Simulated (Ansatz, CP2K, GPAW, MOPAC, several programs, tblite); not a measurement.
LiTlSe2 (ordering on zincblende) from semi-empirical methods to plane-wave DFT

An ordered 4-atom cell of LiTlSe2 on the zincblende lattice (P-4m2), relaxed with r2SCAN in Ansatz, was computed with several methods. It is tetragonal, P-4m2 (No. 115); a = 4.264 Å, c = 5.980 Å in the conventional setting, 27.18 Å³ an atom. Li has 4 Se at 2.53 Å; Se has 2 Li at 2.53 Å and 2 Tl at 2.68 Å; Tl has 4 Se at 2.68 Å. (Calculated; spin-unpolarised; the phase may be known or hypothetical.)

```xyz
4
Lattice="4.2639 0.0000 0.0000 0.0000 4.2639 0.0000 0.0000 0.0000 5.9802" Properties=species:S:1:pos:R:3 pbc="T T T"
Li    0.0000    0.0000    0.0000
Se    0.0000    2.1320    1.3708
Tl    2.1320    2.1320    2.9901
Se    2.1320    0.0000    4.6095
```

Gaps and times are for a single point on this cell; volume and bulk modulus come from each method's own relaxation or energy curve at fixed shape, which is too stiff where a cell has free coordinates or axes. Times are rough, from shared hosts (Arm Neoverse V1), and each method has its own mesh and cell size. A dagger marks a closed or tiny gap in a crystal that DFT finds insulating: a failure of the method or a wrong SCF state. A double dagger marks a value from a curve with shape and coordinates held. PM7 (MOPAC): levels, charges or heat of formation failed a check of plausibility, so no values are given. PM6 (MOPAC), PM7 (MOPAC), GFN1-xTB (tblite), GFN2-xTB (tblite) treat a cluster of cells at its zone centre, which samples few k points: where these miss a band edge, the gap comes out too large for that reason alone. Gaps from k meshes are read at a limited set of points (mesh, symmetry points, PBE's band edges), so each method's own least gap may be somewhat smaller. xTB and the PM methods were fitted mostly to molecules, and can miss a solid's gap by electronvolts. Minimal bases can be far off for gaps. GLLB-SC's gap includes the derivative discontinuity. d marks a direct gap, i an indirect one (no mark: not told apart), a dash a value that wasn't computed or didn't pass its checks.

| method | kind | gap (eV) | own volume (Å³/atom) | bulk modulus (GPa) | atoms computed | processor time |
| --- | --- | --- | --- | --- | --- | --- |
| GFN1-xTB (tblite) | tight binding | 0.00† | 28.28‡ | 38‡ | 32 | 1.7 s |
| light PBE (260 eV and a coarse mesh) | light plane-wave | 0.36 d | – | – | 4 | 1.9 s |
| GFN2-xTB (tblite) | tight binding | 1.00 | 29.24‡ | 23‡ | 32 | 2.6 s |
| PM6 (MOPAC) | semi-empirical | 2.75 | – | – | 32 | 5.9 s |
| PBE/single zeta (GPAW) | small basis | 0.40 d | – | – | 4 | 7.7 s |
| PBE/SZV (CP2K) | small basis | 0.47 d | – | – | 4 | 8 s |
| PM7 (MOPAC) | semi-empirical | – | – | – | 32 | 12 s |
| PBE | semilocal | 0.44 d | 28.03 | 35‡ | 4 | 13 s |
| GLLB-SC (GPAW) | model potential | 1.08 | – | – | 4 | 18 s |
| PBE/DZVP (CP2K) | small basis | 0.44 d | 28.49‡ | 35‡ | 4 | 19 s |
| r2SCAN | semilocal | 0.71 d | 27.18 | 41‡ | 4 | 27 s |

Against r2SCAN (0.71 eV) and with closed or daggered gaps left aside, the nearest gap at the points sampled is that of PBE/SZV (CP2K) (-0.24 eV) and the farthest that of PM6 (MOPAC) (+2.04 eV). r2SCAN is only a yardstick of convenience: semilocal gaps usually lie below measured ones, which GLLB-SC and hybrids aim to mend.

Volumes against r2SCAN's: PBE +3.1 %.

Spin-orbit coupling is left out; in compounds of Pb, Bi, Tl or Hg it can lower a gap by up to about 1 eV, split its edges or invert the bands.
